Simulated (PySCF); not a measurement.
# Cl6Pt ([PtCl6]2-): the cost of one run

Computed with PySCF 2.14.0 and routines of our own; the level stands in each step. Atoms count from 0.

## 1. The system as given

7 atoms, charge -2, multiplicity 1; geometry from: GFN2-xTB.

## 2. Geometry optimisation at PBE0-D3(BJ)/def2-SVP

Job settings and geometry (Å):

```
{"job": {"xc": "PBE0", "basis": "def2-SVP", "d3": "d3bj", "grid": 1, "maxiter": 30, "shake": 0.03, "kind": "geom"}, "charge": -2, "multiplicity": 1}
Pt     0.063520    -0.074900     0.013330
Cl    -0.039690    -0.024730     2.345410
Cl    -0.042300     0.001430    -2.375260
Cl     2.453170     0.012310     0.008720
Cl    -2.354380    -0.027310    -0.052820
Cl    -0.019660     2.368480     0.002600
Cl     0.031200    -2.357300    -0.010540
```

Launch:

```
$ OMP_NUM_THREADS=1 python heavy_run.py task.json out
```

This one command runs all jobs of the session in turn.

Q: Estimate the wall time and peak memory of this first job on 1 thread of Arm Neoverse N1, shared host.

About 2.2 min, with a peak of 0.57 GiB.
